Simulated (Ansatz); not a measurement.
The system is In3As.

```
In As
1.0
     4.67168    0.00000    0.00000
     0.00000    4.67168    0.00000
     0.00000    0.00000    4.67168
In As
3 1
Direct
  0.50000 0.50000 0.00000
  0.50000 0.00000 0.50000
  0.00000 0.50000 0.50000
  0.00000 0.00000 0.00000
```

The cell comes from a database or a generator and needn't be the stable form of this composition.

Base run:

| Item | Value |
| --- | --- |
| Program | Ansatz 0.2.0 |
| Functional | PBEsol |
| Potentials or basis | all-electron LAPW, scalar-relativistic |
| Cutoff | 158 eV |
| Density cutoff | 633 eV |
| Basis error allowed | 0.002 eV/atom |
| k mesh | 6 × 6 × 6 |
| Occupations | fermi-dirac, width 0.05 eV |
| Spin | no spin polarisation |

Its results: pressure -2.4 GPa.

Problem. The run is repeated on the same cell with these changes: functional from PBEsol to PBE. What comes out?

Solution. Pressure 0.6 GPa.

PBE binds less tightly than PBEsol, so the same cell stands under more pressure.

Not every run made on this cell is shown here.
